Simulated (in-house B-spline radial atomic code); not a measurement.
**Sn⁴⁵⁺: excited configurations in jj coupling**

Aim: the energies of several excited configurations of Sn⁴⁵⁺ above a reference configuration, each from its own self-consistent run.

The numbers are computed with in-house B-spline radial atomic code version 1 (Dirac-Hartree-Fock, average of configuration, Fermi nucleus, basis-set limit), except any that are marked as measured or tabulated.

## Step 1: The atom as given

```
element       : tin (Z = 50)
charge        : +45
electrons     : 5
configuration : 1s2 2s2 2p-1
Hamiltonian   : Dirac-Coulomb
nucleus       : Fermi, rms radius 4.652 fm
```

In configurations, a minus sign after the shell means j = l − 1/2 and a plus sign j = l + 1/2; the count of electrons follows.

Input settings:

```ini
Z = 50
electrons = 5.0
configuration = 1s2 2s2 2p-1
hamiltonian = dirac
method = hf
spin_polarised = False
nucleus = fermi
rms_radius = 4.6519
mass_number = 120
atomic_mass = 119.902202557
speed_of_light = 137.035999084
```

The reference is known from an earlier run: -3446.425623 hartree in all. Up to eight levels, counted from the top:

| orbital | occupation | energy (eV) | <r> (bohr) |
| --- | --- | --- | --- |
| 1s1/2 | 2 | -33452.5 | 0.02890 |
| 2s1/2 | 2 | -7903.92 | 0.1186 |
| 2p1/2 | 1 | -7799.46 | 0.09904 |

## Step 2: 1s2 2s1 2p+1 6g-1

Changes to the settings of step 1:

```diff
@@ -2,3 +2,3 @@
 electrons = 5.0
-configuration = 1s2 2s2 2p-1
+configuration = 1s2 2s1 2p+1 6g-1
 hamiltonian = dirac
```

Results of the run (chosen fields of its result record, rounded):

```text
{
  "status": "converged",
  "scf [iteration, energy, orbital gradient]": [
    [1, -3170.51279731, 7.67],
    [2, -3175.62935168, 0.0509],
    [3, -3175.62969239, 0.0252],
    [4, -3175.62977581, 0.0124],
    [5, -3175.62980285, 0.000157],
    [6, -3175.62980286, 4.51e-07]
  ],
  "energy [hartree]": {"total": -3175.62980286, "kinetic": 3394.73836136, "nuclear": -6659.01439817, "coulomb": 123.977042238, "exact_exchange": -35.3308082808},
  "breit [hartree]": {"gaunt": 2.096052, "retardation": -0.07874774, "frequency_dependence": -0.009373377},
  "qed [hartree]": {"self_energy": 3.05253, "uehling": -0.4060516, "wichmann_kroll": 0.008383294},
  "recoil [hartree]": 0.01368464,
  "total_with_corrections [hartree]": -3170.95332564,
  "orbitals [hartree, bohr; first row names the columns]": [
    ["name", "occ", "eps", "<r>"],
    ["1s1/2", 2.0, -1238.7942, 0.028894],
    ["2s1/2", 1.0, -296.95058, 0.11785],
    ["2p3/2", 1.0, -282.98541, 0.10296],
    ["6g7/2", 1.0, -29.459145, 0.95305]
  ],
  "sum_r [bohr^k]": {"-1": 133.1831, "1": 1.231646, "2": 1.053708},
  "energy_minus_base [hartree]": 270.79582,
  "energy_minus_base_with_corrections [hartree]": 270.26575
}
```

Wall time 0.2 s (1 thread, shared host).

energy_minus_base is the energy less that of the reference run.

## Step 3: Configuration 1s2 2s2 5f+1

Changes to the settings of step 2:

```diff
@@ -2,3 +2,3 @@
 electrons = 5.0
-configuration = 1s2 2s1 2p+1 6g-1
+configuration = 1s2 2s2 5f+1
 hamiltonian = dirac
```

From the record:

```text
{
  "status": "converged",
  "scf [iteration, energy, orbital gradient]": [
    [1, -3197.36836296, 6.2],
    [2, -3202.27496515, 0.0384],
    [3, -3202.27513934, 0.0196],
    [4, -3202.27518419, 0.00997],
    [5, -3202.27519975, 0.000187],
    [6, -3202.27519975, 1.28e-06],
    [7, -3202.27519975, 1.85e-08]
  ],
  "energy [hartree]": {"total": -3202.27519975, "kinetic": 3444.10895295, "nuclear": -6735.08399906, "coulomb": 131.396067668, "exact_exchange": -42.6962213031},
  "breit [hartree]": {"gaunt": 2.096908, "retardation": -0.04253276, "frequency_dependence": 0.002370075},
  "qed [hartree]": {"self_energy": 3.234055, "uehling": -0.4306134, "wichmann_kroll": 0.008884267},
  "recoil [hartree]": 0.01465114,
  "total_with_corrections [hartree]": -3197.39147716,
  "orbitals [hartree, bohr; first row names the columns]": [
    ["name", "occ", "eps", "<r>"],
    ["1s1/2", 2.0, -1239.4753, 0.028872],
    ["2s1/2", 2.0, -296.08967, 0.11784],
    ["5f7/2", 1.0, -42.445505, 0.68167]
  ],
  "sum_r [bohr^k]": {"-1": 134.7047, "1": 0.9750995, "2": 0.5621291},
  "energy_minus_base [hartree]": 244.150423,
  "energy_minus_base_with_corrections [hartree]": 243.827598
}
```

It took 0.11 s on 1 thread, shared host.

## Step 4: Configuration 1s2 2s2 3d+1

Changes to the settings of step 3:

```diff
@@ -2,3 +2,3 @@
 electrons = 5.0
-configuration = 1s2 2s2 5f+1
+configuration = 1s2 2s2 3d+1
 hamiltonian = dirac
```

From the record:

```text
{
  "status": "converged",
  "scf [iteration, energy, orbital gradient]": [
    [1, -3273.78638611, 6.2],
    [2, -3278.63523143, 0.0324],
    [3, -3278.63544451, 0.0166],
    [4, -3278.6354996, 0.00855],
    [5, -3278.63551881, 0.000232],
    [6, -3278.63551881, 1.51e-06],
    [7, -3278.63551881, 1.36e-08]
  ],
  "energy [hartree]": {"total": -3278.63551881, "kinetic": 3520.87681461, "nuclear": -6900.7029835, "coulomb": 144.171404112, "exact_exchange": -42.980754028},
  "breit [hartree]": {"gaunt": 2.102702, "retardation": -0.04453008, "frequency_dependence": 0.002520058},
  "qed [hartree]": {"self_energy": 3.234077, "uehling": -0.430452, "wichmann_kroll": 0.008880978},
  "recoil [hartree]": 0.0150005,
  "total_with_corrections [hartree]": -3273.74732004,
  "orbitals [hartree, bohr; first row names the columns]": [
    ["name", "occ", "eps", "<r>"],
    ["1s1/2", 2.0, -1236.1516, 0.028872],
    ["2s1/2", 2.0, -293.16702, 0.11803],
    ["3d5/2", 1.0, -118.80764, 0.22457]
  ],
  "sum_r [bohr^k]": {"-1": 138.0171, "1": 0.5183693, "2": 0.09276794},
  "energy_minus_base [hartree]": 167.790104,
  "energy_minus_base_with_corrections [hartree]": 167.471755
}
```

Wall time 0.1 s (1 thread, shared host).

## Step 5: Configuration 1s2 2s2 6p-1

Changes to the settings of step 4:

```diff
@@ -2,3 +2,3 @@
 electrons = 5.0
-configuration = 1s2 2s2 3d+1
+configuration = 1s2 2s2 6p-1
 hamiltonian = dirac
```

From the record:

```text
{
  "status": "converged",
  "scf [iteration, energy, orbital gradient]": [
    [1, -3185.14202673, 6.2],
    [2, -3190.0461569, 0.0383],
    [3, -3190.04633022, 0.0195],
    [4, -3190.04637483, 0.00993],
    [5, -3190.04639029, 0.000184],
    [6, -3190.0463903, 1.23e-06],
    [7, -3190.0463903, 1.83e-08]
  ],
  "energy [hartree]": {"total": -3190.0463903, "kinetic": 3432.85796473, "nuclear": -6709.25031648, "coulomb": 129.063177989, "exact_exchange": -42.7172165387},
  "breit [hartree]": {"gaunt": 2.110262, "retardation": -0.04454809, "frequency_dependence": 0.002420896},
  "qed [hartree]": {"self_energy": 3.233962, "uehling": -0.4306293, "wichmann_kroll": 0.008884723},
  "recoil [hartree]": 0.01455872,
  "total_with_corrections [hartree]": -3185.15147877,
  "orbitals [hartree, bohr; first row names the columns]": [
    ["name", "occ", "eps", "<r>"],
    ["1s1/2", 2.0, -1240.0203, 0.028872],
    ["2s1/2", 2.0, -296.72154, 0.11785],
    ["6p1/2", 1.0, -30.216707, 1.1193]
  ],
  "sum_r [bohr^k]": {"-1": 134.188, "1": 1.412723, "2": 1.440881},
  "energy_minus_base [hartree]": 256.379232,
  "energy_minus_base_with_corrections [hartree]": 256.067597
}
```

It took 0.12 s on 1 thread, shared host.

## Step 6: Configuration 1s2 2s1 2p-1 2p+1

Changes to the settings of step 5:

```diff
@@ -2,3 +2,3 @@
 electrons = 5.0
-configuration = 1s2 2s2 6p-1
+configuration = 1s2 2s1 2p-1 2p+1
 hamiltonian = dirac
```

From the record:

```text
{
  "status": "converged",
  "scf [iteration, energy, orbital gradient]": [
    [1, -3426.54875182, 7.53],
    [2, -3431.69530233, 0.0636],
    [3, -3431.69631206, 0.0311],
    [4, -3431.69655456, 0.0152],
    [5, -3431.6966312, 0.000358],
    [6, -3431.69663123, 9.92e-07],
    [7, -3431.69663123, 8.07e-09]
  ],
  "energy [hartree]": {"total": -3431.69663123, "kinetic": 3675.29829545, "nuclear": -7230.30728323, "coulomb": 160.520840987, "exact_exchange": -37.2084844386},
  "breit [hartree]": {"gaunt": 2.483416, "retardation": -0.1336379, "frequency_dependence": -0.01001659},
  "qed [hartree]": {"self_energy": 3.046922, "uehling": -0.4061366, "wichmann_kroll": 0.008388065},
  "recoil [hartree]": 0.01391346,
  "total_with_corrections [hartree]": -3426.69378212,
  "orbitals [hartree, bohr; first row names the columns]": [
    ["name", "occ", "eps", "<r>"],
    ["1s1/2", 2.0, -1228.1489, 0.028923],
    ["2s1/2", 1.0, -290.78334, 0.11861],
    ["2p1/2", 1.0, -285.56129, 0.099179],
    ["2p3/2", 1.0, -275.74186, 0.1039]
  ],
  "sum_r [bohr^k]": {"-1": 144.609, "1": 0.3795413, "2": 0.04378954},
  "energy_minus_base [hartree]": 14.7289914,
  "energy_minus_base_with_corrections [hartree]": 14.5252932
}
```

Run time: 0.14 s. Hardware: 1 thread, shared host.

## Step 7: Run with 1s2 2s2 2p+1

Changes to the settings of step 6:

```diff
@@ -2,3 +2,3 @@
 electrons = 5.0
-configuration = 1s2 2s1 2p-1 2p+1
+configuration = 1s2 2s2 2p+1
 hamiltonian = dirac
```

From the record:

```text
{
  "status": "converged",
  "scf [iteration, energy, orbital gradient]": [
    [1, -3431.8617828, 6.12],
    [2, -3436.77212763, 0.0195],
    [3, -3436.77240209, 0.0101],
    [4, -3436.77247171, 0.00521],
    [5, -3436.7724954, 0.000168],
    [6, -3436.7724954, 1.23e-06],
    [7, -3436.7724954, 1.64e-08]
  ],
  "energy [hartree]": {"total": -3436.7724954, "kinetic": 3681.846283, "nuclear": -7237.1632594, "coulomb": 163.380135353, "exact_exchange": -44.8356543485},
  "breit [hartree]": {"gaunt": 2.318098, "retardation": -0.09845067, "frequency_dependence": -0.008045571},
  "qed [hartree]": {"self_energy": 3.243494, "uehling": -0.4297126, "wichmann_kroll": 0.008867417},
  "recoil [hartree]": 0.01488984,
  "total_with_corrections [hartree]": -3431.72335513,
  "orbitals [hartree, bohr; first row names the columns]": [
    ["name", "occ", "eps", "<r>"],
    ["1s1/2", 2.0, -1230.0046, 0.028897],
    ["2s1/2", 2.0, -290.62517, 0.11856],
    ["2p3/2", 1.0, -276.96856, 0.10369]
  ],
  "sum_r [bohr^k]": {"-1": 144.7463, "1": 0.3985975, "2": 0.04827688},
  "energy_minus_base [hartree]": 9.6531272,
  "energy_minus_base_with_corrections [hartree]": 9.49572017
}
```

Wall time 0.09 s (1 thread, shared host).

## Step 8: The excitation energies

| net move | configuration | energy above the reference (eV) | with Breit, QED, recoil (eV) | largest <r> (bohr) |
| --- | --- | --- | --- | --- |
| 2p1/2 → 2p3/2 | 1s2 2s2 2p+1 | 262.67 | 258.39 | 0.119 |
| 2s → 2p3/2 | 1s2 2s1 2p-1 2p+1 | 400.80 | 395.25 | 0.119 |
| 2p1/2 → 3d5/2 | 1s2 2s2 3d+1 | 4565.80 | 4557.14 | 0.225 |
| 2p1/2 → 5f7/2 | 1s2 2s2 5f+1 | 6643.67 | 6634.89 | 0.682 |
| 2p1/2 → 6p1/2 | 1s2 2s2 6p-1 | 6976.43 | 6967.95 | 1.12 |
| 2p1/2, 2s → 2p3/2, 6g7/2 | 1s2 2s1 2p+1 6g-1 | 7368.73 | 7354.31 | 0.953 |

At the bottom stands 2p1/2 → 2p3/2 (262.67 eV), at the top 2p1/2, 2s → 2p3/2, 6g7/2 (7368.73 eV). These are averages over configurations, without correlation, not spectroscopic levels.
